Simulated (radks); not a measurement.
# Si⁺ in [He] 2s2 2p5 3s2 3p1 4s1: an all-electron calculation

Wanted: eigenvalues, radial structure and energy terms of the silicon ion Si+.

Method: scalar-relativistic Kohn-Sham, Wu-Cohen GGA, spin-polarised, spherical densities, finite nucleus; open shells are filled with parallel spins first. Code: radks (a radial shooting solver on a logarithmic mesh, Libxc functionals) version 1.

### 1 What is computed

```
element            : silicon (Z = 14)
charge             : +1
electrons          : 13
configuration      : [He] 2s2 2p5 3s2 3p1 4s1
nuclear rms radius : 3.1224 fm
```

The outer shells:

Si⁺
```
[He] core
2s [↑↓]
2p [↑↓][↑↓][↑ ]
3s [↑↓]
3p [↑ ][  ][  ]
4s [↑ ]
```

### 2 The run

The run's settings:

```text
Z 14
configuration [He] 2s2 2p5 3s2 3p1 4s1
relativity scalar-relativistic
functional wc,pbe
spin polarised
nucleus finite rms 3.1224 fm
c 137.035999084
```

Started as:

```console
$ python run_ks.py task.json out
```

The same process makes all the runs of this session.

**Question.** What will this run give?

**Answer**, as computed:

| quantity | value |
| --- | --- |
| total energy | -285.24544 hartree |
| exchange-correlation share of it | 6.74 % |
| −T/E | 1.0027 |
| highest occupied level | 4s up, -7.096 eV |
| most extended occupied level | 4s up, <r> = 4.74 bohr |
| radius at density 0.001 e/bohr³ | 4.82 bohr |
| maxima of the radial density | 3 |

4 principal shells are occupied and 3 maxima appear in the radial density; where shells overlap, one shows as a shoulder or not at all. Relativity lifts −T/E to 1.003. This is not the tabulated ground configuration, so its levels and sizes aren't those of the ground state, and no measured value stands beside it.
